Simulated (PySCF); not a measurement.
# MoCl+: from the state search to spectroscopic constants

What are the lowest state that PBE0 finds, the bond length, vibrational wavenumber and bond energy of MoCl+, and how much do these hang on the method?

The runs use PySCF 2.14.0; Mo def2-TZVPPD with ECP28, Cl def2-TZVPPD, scalar-relativistic core potentials.

## (1) Input

Settings of the job:

```yaml
atoms: Mo, Cl
charge: 1
basis: Mo def2-TZVPPD with ECP28, Cl def2-TZVPPD
Hamiltonian: scalar-relativistic core potentials
basis_functions: 107
electrons_treated: 30
masses_in_u: 97.9054, 34.9689
levels: PBE0, PBE, r²SCAN, M06-2X, revPBE, B97-3, PBEsol, BLYP, ωB97X, HF, MP2, SCS-MP2, CCSD, CCSD(T)
grid: 80 radial by 434 angular points
occupations: held fixed by the projection of orbital angular momentum
dissociation_limit: Mo+ + Cl, each in its ground configuration
starting_distance_in_angstrom: 2.365
values_of_2S_to_try: 0, 2, 4, 6, 8
```

Launch:

```console
$ OMP_NUM_THREADS=2 python dia.py task.json out
```

After this run come: The PBE0 curve of the state that the search chose; Other states along the same grid; PBE (GGA); r²SCAN (meta-GGA); M06-2X (hybrid meta-GGA); revPBE; B97-3; PBEsol (GGA); BLYP; ωB97X (range-separated hybrid); UHF; Adding correlation.

Q: Predict the outcome of this session. Wanted: for each run, Re; ωe; De; μ.

**Answer**, as computed:

Lowest PBE0 solution found, without spin–orbit coupling: ⁵Σ⁺ (quintet), unpaired electrons π ↑↑, δ ↑↑. State 2 has its PBE0 minimum 0.09 eV higher. State 3 has its PBE0 minimum 0.95 eV higher. State 4 has its PBE0 minimum 1.12 eV higher, as a spin-mixed determinant (⟨S²⟩ = 3.02), so this is no gap between pure states. The other levels ran on the lowest alone.

```
      level  Re (Å)  ωe (cm⁻¹)  De (eV)  μ (D)
        UHF   2.279        434     1.15  -6.84
    UHF-MP2   2.209        464     2.56    n/a
UHF-SCS-MP2   2.222        459     2.61    n/a
   UHF-CCSD   2.230        453     2.35    n/a
UHF-CCSD(T)   2.227        453     2.57    n/a
        PBE   2.213        445     3.22  -4.19
     PBEsol   2.196        458     3.47  -4.08
     revPBE   2.222        438     3.00  -4.28
       BLYP   2.238        430     3.17  -4.23
     r²SCAN   2.217        449     2.97  -4.71
       PBE0   2.210        456     2.82  -4.85
      B97-3   2.223        449     3.02  -4.92
     M06-2X   2.214        451     3.00  -5.03
      ωB97X   2.215        461     3.00  -5.34
```

De is counted to Mo+ + Cl in their ground configurations. A positive dipole points from Mo to Cl; in an ion it is taken about the centre of mass and does not tell which atom is negative.

Differences from CCSD(T) in the same basis:

```
      level  Re (mÅ)  ωe (%)
        UHF      +52    -4.1
    UHF-MP2      -18    +2.4
UHF-SCS-MP2       -5    +1.3
   UHF-CCSD       +3    +0.1
        PBE      -14    -1.7
     PBEsol      -31    +1.1
     revPBE       -5    -3.2
       BLYP      +11    -5.0
     r²SCAN      -10    -0.8
       PBE0      -17    +0.6
      B97-3       -4    -0.9
     M06-2X      -13    -0.4
      ωB97X      -12    +1.7
```

What this shows: Judged by CCSD(T) in the same basis: best bond length UHF-CCSD (+3 mÅ), worst UHF (+52 mÅ); best wavenumber UHF-CCSD (+0.1 %), worst BLYP (-5.0 %). Among the levels with a De in the table, it runs from 1.15 eV (UHF) to 3.47 eV (PBEsol).

Correlated steps freeze 5 core orbitals. The state is the lowest single determinant that the PBE0 search found; with open d or f shells the true ground state can be another one. At some levels the lowest empty orbital lies below the highest filled one (the two can be of opposite spin). Spin–orbit coupling is left out.
